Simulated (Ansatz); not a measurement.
# BBrH4Si, SMILES B[SiH2]Br: the interaction energy of a dimer with the counterpoise correction

Computed with Ansatz 0.2.0 through its Python package.

Run as a notebook:

In [1]:
```python
import ansatz as az
```

In [2]:
```python
BASIS_SET = 'def2-SVPD'
FUNCTIONAL = 'r2scan'
VDW = 'd3bj'
```

In [3]:
```python
FIRST = [
    ('B', (-0.9333, 0.1, -0.669)),
    ('Si', (0.6109, 0.0815, 0.4183)),
    ('Br', (0.9708, -2.0401, 1.0495)),
    ('H', (-1.5043, -0.8373, -0.9147)),
    ('H', (-1.3544, 1.1679, -1.1377)),
    ('H', (0.4222, 0.9456, 1.6055)),
    ('H', (1.7884, 0.5823, -0.352)),
]
SECOND = [
    ('B', (-0.2875, -4.601, 3.507)),
    ('Si', (-1.6633, -3.8407, 4.5541)),
    ('Br', (-0.7336, -3.0826, 6.4488)),
    ('H', (0.7845, -4.6175, 3.8469)),
    ('H', (-0.5483, -5.1081, 2.406)),
    ('H', (-2.7029, -4.8495, 4.8599)),
    ('H', (-2.3017, -2.7074, 3.8201)),
]

def energy(atoms, ghosts=()):
    molecule = az.Crystal.molecule()
    for symbol, xyz in atoms:
        molecule = molecule.atom(symbol, xyz)
    calc = (
        molecule.calculation()
        .basis(gaussian=BASIS_SET)
        .functional(FUNCTIONAL, dispersion=VDW)
    )
    deck = calc.input()
    if ghosts:
        deck = deck.set(az.key.basis.gaussian.ghost_atoms, [{'symbol': s, 'position_ang': list(xyz)} for s, xyz in ghosts])
    return az.Session.from_dict(deck).plan().execute().report['free_energy_ev']
```

In [4]:
```python
# monomers in their own basis and in the basis of the dimer
both = energy(FIRST + SECOND)
alone = energy(FIRST) + energy(SECOND)
ghosted = energy(FIRST, SECOND) + energy(SECOND, FIRST)
print(f'dimer {both:.6f} eV')
print(f'interaction, uncorrected   {(both - alone):8.3f} eV')
print(f'interaction, counterpoise  {(both - ghosted):8.3f} eV')
print(f'basis-set superposition    {(alone - ghosted):8.3f} eV')
```
```text
DeckWarning: the engine holds no damping parameters fitted to this dispersion correction and functional, so the run takes those fitted to r2scan beside the three-body term, which d3bj leaves out (hamiltonian.dispersion, under Limitations)
dimer -157304.628342 eV
interaction, uncorrected     -0.099 eV
interaction, counterpoise    -0.083 eV
basis-set superposition       0.016 eV
```

Uncorrected it is -0.099 eV, with the counterpoise correction -0.083 eV; the difference, 0.02 eV, is the superposition error.

Notes:
- Total energies depend on the basis set; only differences at equal settings carry meaning.
- Warnings are shown shortened and without file and line.
- The dimer is a generated trial pose of unrelaxed monomers, not a minimum, so the figure is no binding energy, and the basis set is small.
- A dispersion term here runs with damping parameters fitted for another variant or functional.
- Timing: 47 s on 1 thread of Intel(R) Xeon(R) Processor @ 2.30GHz, with other jobs on the host, peak memory 0.54 GiB.
